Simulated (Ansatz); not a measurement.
This script for the Python package of Ansatz (0.2.0) starts 2 runs on Y, space group R-3m. What input does the engine get in each?

The script, `soc_y.py`:
```python
'''What spin-orbit coupling does to the bands of Y.'''

import warnings

import ansatz as az

SMEARING_WIDTH = 0.1
XC = 'PBEsol'
KMESH = (11, 11, 11)

warnings.simplefilter('ignore', az.DeckWarning)

cell = (
    az.Lattice.of([1.825386, 1.053887, 8.724951], [-1.825386, 1.053887, 8.724951], [0.0, -2.107775, 8.724951])
    .atom('Y', [0.0, 0.0, 0.0])
    .atom('Y', [0.221124, 0.221124, 0.221124])
    .atom('Y', [0.778876, 0.778876, 0.778876])
)

base = (
    cell.calculation()
    .occupations(az.OccupationsMethod.GAUSSIAN, width=SMEARING_WIDTH)  # fractional filling near the Fermi level
    .basis(31 * az.Ry)
    .functional(XC)
    .kpoints(mesh=KMESH, center='gamma')  # the mesh must be finer for metals
    .band_table()
)
for label, variant in (('scalar-relativistic', base), ('spin-orbit', base.spin(soc=True))):
    summary = variant.run().report
    zero = summary['band_edges_ev'][0] if summary.get('band_edges_ev') else summary['fermi_energy_ev']
    near = [round(e - zero, 3) for e in summary['eigenvalues_ev'][0] if abs(e - zero) < 4]
    print(label)
    print('  band edges (eV):', [round(e, 3) for e in summary.get('band_edges_ev') or []] or 'none reported')
    print('  levels at k =', summary['kpoints_frac'][0], 'within 4 eV of the zero:', near)
```

Run 1:
```yaml
crystal:
  lattice:
    - [1.825386, 1.053887, 8.724951]
    - [-1.825386, 1.053887, 8.724951]
    - [0.0, -2.107775, 8.724951]
  atoms:
    - { symbol: "Y", position: [0.0, 0.0, 0.0] }
    - { symbol: "Y", position: [0.221124, 0.221124, 0.221124] }
    - { symbol: "Y", position: [0.778876, 0.778876, 0.778876] }
basis:
  ecutwfc: 421.77648681281397
kpoints:
  mp_grid:
    grid: [11, 11, 11]
    shift: [0.0, 0.0, 0.0]
hamiltonian:
  xc: pbesol
scf:
  occupations:
    method: gaussian
    width: 0.1
output:
  eigenvalues: true
```

Run 2, against run 1:
```diff
+magnetization:
+  noncollinear: true
+  spin_orbit: true
```

```console
$ python soc_y.py
scalar-relativistic
  band edges (eV): none reported
  levels at k = [0.0, 0.0, 0.0] within 4 eV of the zero: [-2.558, -2.521, 0.48, 0.65, 1.571, 1.571, 1.776, 1.776]
spin-orbit
  band edges (eV): none reported
  levels at k = [0.0, 0.0, 0.0] within 4 eV of the zero: [-2.557, -2.557, -2.52, -2.52, 0.479, 0.479, 0.649, 0.649, 1.546, 1.546, 1.598, 1.598, 1.745, 1.745, 1.809, 1.809]
```

What to keep in mind:
- The computed bands are complete only to about 0.9 eV above the Fermi level.
- This isn't the structure that Y takes at ambient conditions.
- Gaps and levels are Kohn-Sham values on a finite set of k-points.
- With spin-orbit coupling each level holds one electron and, with inversion or at time-reversal points, comes in pairs; a window in energy can cut a split set.
- Wall time of the script: 83 s on 1 thread of Arm Neoverse V2 (shared host), peak memory 1.1 GiB.
